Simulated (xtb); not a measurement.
**CHFOSSi (SMILES O=C1S[SiH]1F) at GFN2-xTB**

Aim: a structure relaxation of CHFOSSi. 

The calculation is run with xtb 6.7.1.

4 further runs of the same task are left out: 4 set aside as unsound or not needed.

## 1. The molecule

CHFOSSi has 6 atoms, charge 0, and is taken as a singlet. As SMILES, `O=C1S[SiH]1F`. The shape comes from a force field and isn't a relaxed structure. The run starts from this shape.

Bond lengths: O1–C2 1.275 Å, C2–S3 1.685 Å, C2–Si4 1.775 Å, Si4–F5 1.592 Å, Si4–H6 1.520 Å. Angles: O1–C2–S3 133.7°, O1–C2–Si4 128.7°, S3–C2–Si4 97.6°, C2–Si4–F5 115.2°, C2–Si4–H6 118.1°, F5–Si4–H6 110.9°. A long bond or contact: S3–Si4 2.604 Å.

## 2. A structure relaxation at GFN2-xTB

Input file detailed.inp:

```
$chrg 0
$spin 0
$end
```

Input file struc.tmol:

```
$coord
      0.562004549464     -4.067635483257      0.307269467864  o
     -0.348843442606     -1.861947150594     -0.019653151696  c
     -3.206298315653     -0.771764149297     -0.903100114959  s
      1.161614648807      1.107001563806      0.366417895565  si
      1.787680913896      2.566626022467     -2.187735934479  f
      0.123210143326      2.906776724899      2.349496490747  h
$end
```

On the command line:

```bash
$ xtb -I detailed.inp --json --opt -P 1 -- struc.tmol > xtb.out 2> xtb.err
```

What values should one expect? Wanted: total energy at the end; dipole moment; HOMO energy; LUMO energy; HOMO–LUMO gap; dispersion energy; mean polarisability.

Computed results:

Level: GFN2-xTB.

| quantity | value |
| --- | --- |
| total energy at the end | -16.44819 Eh |
| dipole moment | 3.91 D |
| HOMO energy | -10.83 eV |
| LUMO energy | -8.19 eV |
| HOMO–LUMO gap | 2.64 eV |
| dispersion energy | -10.71 kJ/mol |
| mean polarisability (D4 model) | 61.8 bohr³ |

In words: At the final geometry: Bond lengths: O1–C2 1.182 Å, C2–S3 1.830 Å, C2–Si4 1.849 Å, S3–Si4 2.159 Å, Si4–F5 1.602 Å, Si4–H6 1.431 Å. Angles: O1–C2–S3 131.7°, O1–C2–Si4 156.4°, S3–C2–Si4 71.9°, C2–S3–Si4 54.5°, C2–Si4–S3 53.7°, C2–Si4–F5 117.9°, S3–Si4–F5 115.5°, C2–Si4–H6 128.1°, S3–Si4–H6 121.5°, F5–Si4–H6 109.4°. The optimisation took 16 steps and changed the energy by -0.981 eV. Mulliken charges run from -0.28 on O1 to +0.53 on Si4.
